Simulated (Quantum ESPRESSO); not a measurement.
# ScNb (P-6m2) in Quantum ESPRESSO: reference runs, part 2 of 2

Quantum ESPRESSO 7.5. The steps go on from the part before.

## 3. Single point, PBE (atoms moved at random, drawn with an rms of 0.05 Å)

pw.in reads:

```
&CONTROL
  calculation = 'scf'
  prefix = 'pwscf'
  outdir = './tmp'
  pseudo_dir = './pseudo'
  tprnfor = .true.
  tstress = .true.
  disk_io = 'nowf'
/
&SYSTEM
  ibrav = 0
  nat = 2
  ntyp = 2
  ecutwfc = 60
  ecutrho = 440
  nbnd = 19
  occupations = 'smearing'
  smearing = 'fd'
  degauss = 0.00367493
/
&ELECTRONS
  conv_thr = 4d-10
  electron_maxstep = 120
  mixing_beta = 0.5
/
ATOMIC_SPECIES
Nb    92.9064 Nb.pbe-spn-kjpaw_psl.0.3.0.UPF
Sc    44.9559 Sc_ONCV_PBE-1.0.oncvpsp.upf
CELL_PARAMETERS angstrom
   3.0656443612    0.0000000000    0.0000000000
  -1.5328221806    2.6549258957    0.0000000000
   0.0000000000    0.0000000000    5.0721940000
ATOMIC_POSITIONS crystal
Nb     0.3385910000    0.6592000000    0.5003380000
Sc    -0.0061240000    0.0072370000    0.0001750000
K_POINTS automatic
10 10 5 0 0 0
```

Potentials or basis: SSSP 1.3 efficiency PBE.

Command:

```console
$ OMP_NUM_THREADS=1 pw.x -in pw.in > pw.out
```

pw.out:

```text
This program is part of the open-source Quantum ESPRESSO suite
     for quantum simulation of materials; please cite
         "P. Giannozzi et al., J. Phys.:Condens. Matter 21 395502 (2009);
         "P. Giannozzi et al., J. Phys.:Condens. Matter 29 465901 (2017);
         "P. Giannozzi et al., J. Chem. Phys. 152 154105 (2020);
     in publications or presentations arising from this work. More details at

     file Nb.pbe-spn-kjpaw_psl.0.3.0.UPF: wavefunction(s)  4S 4P renormalized

     G-vector sticks info
     --------------------
     sticks:   dense  smooth     PW     G-vecs:    dense   smooth      PW
     Sum        1027     559    163                43473    17561    2839

     Using Slab Decomposition

     bravais-lattice index     =            0
     lattice parameter (alat)  =       5.7932  a.u.
     unit-cell volume          =     278.5907 (a.u.)^3
     number of atoms/cell      =            2
     number of atomic types    =            2
     number of electrons       =        24.00
     number of Kohn-Sham states=           19
     kinetic-energy cutoff     =      60.0000  Ry
     charge density cutoff     =     440.0000  Ry
     scf convergence threshold =      4.0E-10
     mixing beta               =       0.5000
     number of iterations used =            8  plain     mixing
     Exchange-correlation= PBE
                           (   1   4   3   4   0   0   0)

     celldm(1)=   5.793228  celldm(2)=   0.000000  celldm(3)=   0.000000
     celldm(4)=   0.000000  celldm(5)=   0.000000  celldm(6)=   0.000000

     crystal axes: (cart. coord. in units of alat)
               a(1) = (   1.000000   0.000000   0.000000 )
               a(2) = (  -0.500000   0.866025   0.000000 )
               a(3) = (   0.000000   0.000000   1.654528 )

     reciprocal axes: (cart. coord. in units 2 pi/alat)
               b(1) = (  1.000000  0.577350 -0.000000 )
               b(2) = (  0.000000  1.154701  0.000000 )
               b(3) = (  0.000000 -0.000000  0.604402 )

     PseudoPot. # 1 for Nb read from file:
     Nb.pbe-spn-kjpaw_psl.0.3.0.UPF
     Pseudo is Projector augmented-wave + core cor, Zval = 13.0
     Generated using "atomic" code by A. Dal Corso  v.5.0.99 svn rev. 10869
     Shape of augmentation charge: PSQ
     Using radial grid of 1227 points,  6 beta functions with:
                l(1) =   0
                l(2) =   0
                l(3) =   1
                l(4) =   1
                l(5) =   2
                l(6) =   2
     Q(r) pseudized with 0 coefficients

     PseudoPot. # 2 for Sc read from file:
     Sc_ONCV_PBE-1.0.oncvpsp.upf
     Pseudo is Norm-conserving, Zval = 11.0
     Generated using ONCVPSP code by D. R. Hamann
     Using radial grid of 1662 points,  6 beta functions with:
                l(1) =   0
                l(2) =   0
                l(3) =   1
                l(4) =   1
                l(5) =   2
                l(6) =   2

     atomic species   valence    mass     pseudopotential
     Nb               13.00    92.90640     Nb( 1.00)
     Sc               11.00    44.95590     Sc( 1.00)

     No symmetry found

   Cartesian axes

     site n.     atom                  positions (alat units)
         1        Nb     tau(   1) = (   0.0089910   0.5708839   0.8278232  )
         2        Sc     tau(   2) = (  -0.0097425   0.0062674   0.0002895  )

     number of k points=   252  Fermi-Dirac smearing, width (Ry)=  0.0037

     Number of k-points >= 100: set verbosity='high' to print them.

     Dense  grid:    43473 G-vectors     FFT dimensions: (  40,  40,  64)

     Smooth grid:    17561 G-vectors     FFT dimensions: (  30,  30,  48)

     Check: negative core charge=   -0.000001

     Initial potential from superposition of free atoms

     starting charge      23.9952, renormalised to      24.0000
     Starting wfcs are   20 randomized atomic wfcs

     Self-consistent Calculation

     iteration #  1     ecut=    60.00 Ry     beta= 0.50
     Davidson diagonalization with overlap
     ethr =  1.00E-02,  avg # of iterations =  2.8

     total energy              =    -425.73656277 Ry
     estimated scf accuracy    <       0.66167913 Ry

     iteration #  2     ecut=    60.00 Ry     beta= 0.50
     Davidson diagonalization with overlap
     ethr =  2.76E-03,  avg # of iterations =  3.9

     total energy              =    -425.85119260 Ry
     estimated scf accuracy    <       3.41521149 Ry

     iteration #  3     ecut=    60.00 Ry     beta= 0.50
     Davidson diagonalization with overlap
     ethr =  2.76E-03,  avg # of iterations =  2.0

     total energy              =    -426.12605845 Ry
     estimated scf accuracy    <       0.14947050 Ry

     iteration #  4     ecut=    60.00 Ry     beta= 0.50
     Davidson diagonalization with overlap
     ethr =  6.23E-04,  avg # of iterations =  1.2

     total energy              =    -426.09068049 Ry
     estimated scf accuracy    <       0.22264729 Ry

     iteration #  5     ecut=    60.00 Ry     beta= 0.50
     Davidson diagonalization with overlap
     ethr =  6.23E-04,  avg # of iterations =  2.0

     total energy              =    -426.10073587 Ry
     estimated scf accuracy    <       0.01165875 Ry

     iteration #  6     ecut=    60.00 Ry     beta= 0.50
     Davidson diagonalization with overlap
     ethr =  4.86E-05,  avg # of iterations =  6.0

     total energy              =    -426.10118976 Ry
     estimated scf accuracy    <       0.01276112 Ry

     iteration #  7     ecut=    60.00 Ry     beta= 0.50
     Davidson diagonalization with overlap
     ethr =  4.86E-05,  avg # of iterations =  2.1

     total energy              =    -426.10379753 Ry
     estimated scf accuracy    <       0.00454863 Ry

     iteration #  8     ecut=    60.00 Ry     beta= 0.50
     Davidson diagonalization with overlap
     ethr =  1.90E-05,  avg # of iterations =  1.0

     total energy              =    -426.10348235 Ry
     estimated scf accuracy    <       0.00146747 Ry

     iteration #  9     ecut=    60.00 Ry     beta= 0.50
     Davidson diagonalization with overlap
     ethr =  6.11E-06,  avg # of iterations =  2.3

     total energy              =    -426.10371423 Ry
     estimated scf accuracy    <       0.00022088 Ry

     iteration # 10     ecut=    60.00 Ry     beta= 0.50
     Davidson diagonalization with overlap
     ethr =  9.20E-07,  avg # of iterations =  1.9

     total energy              =    -426.10371755 Ry
     estimated scf accuracy    <       0.00003280 Ry

     iteration # 11     ecut=    60.00 Ry     beta= 0.50
     Davidson diagonalization with overlap
     ethr =  1.37E-07,  avg # of iterations =  1.7

     total energy              =    -426.10372098 Ry
     estimated scf accuracy    <       0.00000008 Ry

     iteration # 12     ecut=    60.00 Ry     beta= 0.50
     Davidson diagonalization with overlap
     ethr =  3.19E-10,  avg # of iterations =  4.5

     total energy              =    -426.10372112 Ry
     estimated scf accuracy    <       0.00000008 Ry

     iteration # 13     ecut=    60.00 Ry     beta= 0.50
     Davidson diagonalization with overlap
     ethr =  3.19E-10,  avg # of iterations =  2.1

     total energy              =    -426.10372114 Ry
     estimated scf accuracy    <       0.00000001 Ry

     iteration # 14     ecut=    60.00 Ry     beta= 0.50
     Davidson diagonalization with overlap
     ethr =  4.24E-11,  avg # of iterations =  2.0

     End of self-consistent calculation

     Number of k-points >= 100: set verbosity='high' to print the bands.

     the Fermi energy is    13.5892 ev

!    total energy              =    -426.10372114 Ry
     estimated scf accuracy    <          8.7E-11 Ry
     smearing contrib. (-TS)   =      -0.00128858 Ry
     internal energy E=F+TS    =    -426.10243255 Ry

     The total energy is F=E-TS. E is the sum of the following terms:
     one-electron contribution =     -50.88949946 Ry
     hartree contribution      =      34.91640786 Ry
     xc contribution           =     -40.77649032 Ry
     ewald contribution        =    -160.86692560 Ry
     one-center paw contrib.   =    -208.48592503 Ry

     convergence has been achieved in  14 iterations

     Forces acting on atoms (cartesian axes, Ry/au):

     atom    1 type  1   force =    -0.00131750    0.00093383   -0.00010893
     atom    2 type  2   force =     0.00131750   -0.00093383    0.00010893

     Total force =     0.002289     Total SCF correction =     0.000005

     Computing stress (Cartesian axis) and pressure

          total   stress  (Ry/bohr**3)                   (kbar)     P=       -1.49
  -0.00001436   0.00002275   0.00000007           -2.11        3.35        0.01
   0.00002275   0.00001726  -0.00000005            3.35        2.54       -0.01
   0.00000007  -0.00000005  -0.00003329            0.01       -0.01       -4.90

=------------------------------------------------------------------------------=
   JOB DONE.
=------------------------------------------------------------------------------=
```

Wall time 1.7 min (1 thread of Intel Xeon 6975P-C (Granite Rapids), shared host); peak memory 0.35 GiB.

What came out:

| Quantity | Value |
| --- | --- |
| Free energy | -5797.4365 eV |
| Pressure | -0.1 GPa |
| Largest force | 0.042 eV/Å |
| Band gap on the k mesh | none (metal or under the smearing width) |

Forces on the atoms (eV/Å):
```
Nb  -0.034  0.024 -0.003
Sc   0.034 -0.024  0.003
```

Levels at points of the mesh, in eV from the Fermi level:
```csv
k point,band 8,band 9,band 10,band 11,band 12,band 13,band 14,band 15,band 16,band 17
"(0.00, 0.00, 0.00)",-27.41,-5.63,-2.82,0.60,0.61,0.82,1.05,2.07,2.11,2.13
"(0.00, -0.50, 0.00)",-27.54,-2.72,-1.97,-1.72,-0.17,0.82,0.91,1.54,4.43,4.53
"(0.50, -0.50, 0.00)",-27.54,-2.76,-2.11,-1.80,-0.09,0.85,1.14,1.62,4.46,4.58
"(-0.50, 0.00, 0.00)",-27.54,-2.72,-1.98,-1.73,-0.16,0.84,0.91,1.55,4.43,4.53
```
